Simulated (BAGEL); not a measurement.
# SiNH3ClO (SMILES [NH][SiH](O)Cl) at UHF/6-31G(d) (density fitting with qzvpp-jkfit, spherical functions)

What is the energy change on altering one bond length of SiNH3ClO at UHF/6-31G* (density fitting with qzvpp-jkfit, spherical functions)? 

The calculation is run with BAGEL 1.2.2.

2 further runs of the same task are left out: 1 that didn't finish, 1 set aside as unsound or not needed. Runs told in other sessions of the task aren't counted.

## 1. The molecule

SiNH3ClO has 7 atoms, charge 0, and is taken as a doublet. As SMILES, `[NH][SiH](O)Cl`. Geometry: relaxed at PBE0-D4/def2-TZVP. This is one conformer, not always the lowest.

Bond lengths: N1–Si2 1.738 Å, Si2–O3 1.624 Å, Si2–Cl4 2.056 Å, N1–H5 1.022 Å, Si2–H6 1.475 Å, O3–H7 0.960 Å. Angles: N1–Si2–O3 110.0°, N1–Si2–Cl4 103.5°, O3–Si2–Cl4 112.0°, N1–Si2–H6 116.4°, O3–Si2–H6 106.1°, Cl4–Si2–H6 109.1°, Si2–N1–H5 114.8°, Si2–O3–H7 118.0°.

## 2. The energy at UHF/6-31G(d) (density fitting with qzvpp-jkfit, spherical functions)

job.json

```json
{ "bagel" : [

{
  "title" : "molecule",
  "basis" : "6-31gs.json",
  "df_basis" : "qzvpp-jkfit",
  "angstrom" : "true",
  "geometry" : [
    { "atom" : "N", "xyz" : [      -0.309900,       1.111500,      -0.879100 ] },
    { "atom" : "Si", "xyz" : [      -0.073900,      -0.114300,       0.330400 ] },
    { "atom" : "O", "xyz" : [       1.465600,      -0.630300,       0.304800 ] },
    { "atom" : "Cl", "xyz" : [      -1.390000,      -1.593900,      -0.221000 ] },
    { "atom" : "H", "xyz" : [      -1.151500,       1.677300,      -0.756300 ] },
    { "atom" : "H", "xyz" : [      -0.348600,       0.280200,       1.724700 ] },
    { "atom" : "H", "xyz" : [       1.869600,      -0.798400,      -0.549200 ] }
  ]
},

{ "title" : "uhf", "nopen" : 1 },

{ "title" : "print", "file" : "orbitals.molden", "orbitals" : "true" }

]}
```

The basis set 6-31G* is read from a file made from the Basis Set Exchange's data (not shown).

Launch:

```
$ BAGEL_NUM_THREADS=1 BAGEL job.json > job.out
```

Standard output:

```text
* using 1 threads per process

  ===============================================================
  ===============================================================

  *** Geometry ***

  { "atom" : "N", "xyz" : [     -0.585626,      2.100431,     -1.661258 ] },
  { "atom" : "Si", "xyz" : [     -0.139651,     -0.215996,      0.624366 ] },
  { "atom" : "O", "xyz" : [      2.769583,     -1.191094,      0.575989 ] },
  { "atom" : "Cl", "xyz" : [     -2.626719,     -3.012034,     -0.417629 ] },
  { "atom" : "H", "xyz" : [     -2.176020,      3.169638,     -1.429200 ] },
  { "atom" : "H", "xyz" : [     -0.658759,      0.529501,      3.259211 ] },
  { "atom" : "H", "xyz" : [      3.533032,     -1.508757,     -1.037838 ] },

  Number of auxiliary basis functions:      464

  Since a DF basis is specified, we compute 2- and 3-index integrals:
    o Being stored without compression. Storage requirement is 0.018 GB

  Number of basis functions:       70
  Number of electrons      :       49

    * METHOD: MOLECULE                             0.17

  *** Open-shell HF ***

  === Nuclear Repulsion ===
   216.9330652854

      * DIIS with orbital gradients will be used.

  === UHF iteration (6-31gs.json) ===
      0       -879.21889500          0.04921723           0.07
      1       -879.42543921          0.02941098           0.07
      2       -879.49285883          0.01713441           0.07
      3       -879.52119286          0.00180945           0.07
      4       -879.52242192          0.00089751           0.07
      5       -879.52287153          0.00049415           0.07
      6       -879.52317251          0.00041135           0.08
      7       -879.52352278          0.00032807           0.08
      8       -879.52386999          0.00022158           0.08
      9       -879.52406121          0.00011493           0.08
     10       -879.52410398          0.00005128           0.07
     11       -879.52410983          0.00002644           0.07
     12       -879.52411080          0.00001267           0.07
     13       -879.52411092          0.00000459           0.07
     14       -879.52411095          0.00000267           0.07
     15       -879.52411097          0.00000198           0.07
     16       -879.52411098          0.00000155           0.07
     17       -879.52411098          0.00000124           0.08
     18       -879.52411099          0.00000097           0.08
     19       -879.52411099          0.00000065           0.08
     20       -879.52411099          0.00000035           0.08
     21       -879.52411099          0.00000019           0.08
     22       -879.52411099          0.00000009           0.08
     23       -879.52411099          0.00000004           0.08
     24       -879.52411099          0.00000003           0.08
     25       -879.52411099          0.00000002           0.07
     26       -879.52411099          0.00000002           0.08
     27       -879.52411099          0.00000002           0.08
     28       -879.52411099          0.00000001           0.08
     29       -879.52411099          0.00000001           0.08
    * SCF iteration converged.

    * S^2 (UHF) is 0.7574

    * Permanent dipole moment:
           (    0.026342,    -0.598179,     0.011729) a.u.

    * METHOD: UHF                                  2.37

    * METHOD: PRINT                                0.01

  ===============================================================
```

It took 2.7 s on 1 thread of Arm Neoverse V2, shared host.

## 3. The distorted shape, same level

input.json

```json
{ "bagel" : [

{
  "title" : "molecule",
  "basis" : "6-31gs.json",
  "df_basis" : "qzvpp-jkfit",
  "angstrom" : true,
  "geometry" : [
    { "atom" : "N", "xyz" : [    0.110918,    0.828588,   -0.940503 ] },
    { "atom" : "Si", "xyz" : [    0.346918,   -0.397212,    0.268997 ] },
    { "atom" : "O", "xyz" : [    1.886418,   -0.913212,    0.243397 ] },
    { "atom" : "Cl", "xyz" : [   -0.969182,   -1.876812,   -0.282403 ] },
    { "atom" : "H", "xyz" : [   -1.151500,    1.677300,   -0.756300 ] },
    { "atom" : "H", "xyz" : [    0.072218,   -0.002712,    1.663297 ] },
    { "atom" : "H", "xyz" : [    2.290418,   -1.081312,   -0.610603 ] }
  ]
},
{ "title" : "uhf", "nopen" : 1 },
{ "title" : "print", "file" : "orbitals.molden", "orbitals" : true }

]}
```

The basis set 6-31G* is read from a file made from the Basis Set Exchange's data (not shown).

Launch:

```
$ BAGEL_NUM_THREADS=1 BAGEL input.json > input.out
```

Standard output:

```text
* using 1 threads per process

  ===============================================================
  ===============================================================

  *** Geometry ***

  { "atom" : "N", "xyz" : [      0.209605,      1.565804,     -1.777293 ] },
  { "atom" : "Si", "xyz" : [      0.655580,     -0.750622,      0.508331 ] },
  { "atom" : "O", "xyz" : [      3.564813,     -1.725721,      0.459954 ] },
  { "atom" : "Cl", "xyz" : [     -1.831489,     -3.546661,     -0.533664 ] },
  { "atom" : "H", "xyz" : [     -2.176020,      3.169638,     -1.429200 ] },
  { "atom" : "H", "xyz" : [      0.136472,     -0.005125,      3.143176 ] },
  { "atom" : "H", "xyz" : [      4.328263,     -2.043384,     -1.153872 ] },

  Number of auxiliary basis functions:      464

  Since a DF basis is specified, we compute 2- and 3-index integrals:
    o Being stored without compression. Storage requirement is 0.018 GB

  Number of basis functions:       70
  Number of electrons      :       49

    * METHOD: MOLECULE                             0.17

  *** Open-shell HF ***

  === Nuclear Repulsion ===
   214.9056157618

      * DIIS with orbital gradients will be used.

  === UHF iteration (6-31gs.json) ===
      0       -879.16671223          0.04747332           0.07
      1       -879.33935560          0.02871452           0.07
      2       -879.39674815          0.01820869           0.07
      3       -879.42890676          0.00144974           0.07
      4       -879.43026612          0.00057044           0.07
      5       -879.43084742          0.00033118           0.07
      6       -879.43158002          0.00026602           0.07
      7       -879.43239970          0.00023147           0.07
      8       -879.43434208          0.00018548           0.07
      9       -879.43616592          0.00016882           0.07
     10       -879.43650964          0.00013907           0.07
     11       -879.43781085          0.00014945           0.08
     12       -879.43821003          0.00007530           0.07
     13       -879.43833528          0.00004288           0.07
     14       -879.43832493          0.00002500           0.07
     15       -879.43832905          0.00001745           0.07
     16       -879.43834105          0.00001004           0.08
     17       -879.43834178          0.00000742           0.08
     18       -879.43834207          0.00000538           0.07
     19       -879.43834213          0.00000351           0.07
     20       -879.43834216          0.00000243           0.08
     21       -879.43834218          0.00000175           0.07
     22       -879.43834216          0.00000125           0.07
     23       -879.43834217          0.00000105           0.07
     24       -879.43834218          0.00000075           0.07
     25       -879.43834219          0.00000044           0.07
     26       -879.43834219          0.00000022           0.07
     27       -879.43834219          0.00000014           0.07
     28       -879.43834219          0.00000012           0.07
     29       -879.43834219          0.00000008           0.08
     30       -879.43834219          0.00000005           0.08
     31       -879.43834219          0.00000004           0.08
     32       -879.43834219          0.00000003           0.07
     33       -879.43834219          0.00000002           0.07
     34       -879.43834219          0.00000001           0.07
     35       -879.43834219          0.00000001           0.07
    * SCF iteration converged.

    * S^2 (UHF) is 1.0737

    * Permanent dipole moment:
           (   -0.147254,    -0.438389,     0.000569) a.u.

    * METHOD: UHF                                  2.75

    * METHOD: PRINT                                0.01

  ===============================================================
```

Run time: 3.3 s. Hardware: 1 thread of Arm Neoverse V2, shared host.

## 4. What came out

Level: UHF/6-31G* (density fitting with qzvpp-jkfit, spherical functions).

```
                                                         quantity          value
                                        first shape: total energy  -879.52411 Eh
                                       first shape: dipole moment         1.52 D
                                                first shape: ⟨S²⟩          0.757
                                    distorted shape: total energy  -879.43834 Eh
                                   distorted shape: dipole moment         1.18 D
                                            distorted shape: ⟨S²⟩          1.074
energy change with the N1–H5 bond stretched from 1.022 to 1.532 Å       2.334 eV
```

**Reading.** With the N1–H5 bond stretched from 1.022 to 1.532 Å the energy rises by 2.33 eV (54 kcal/mol). The first shape isn't relaxed at this level, so the change isn't measured from a minimum. ⟨S²⟩ (distorted shape) is 1.07 where a pure doublet has 0.75: the reference is spin-contaminated.
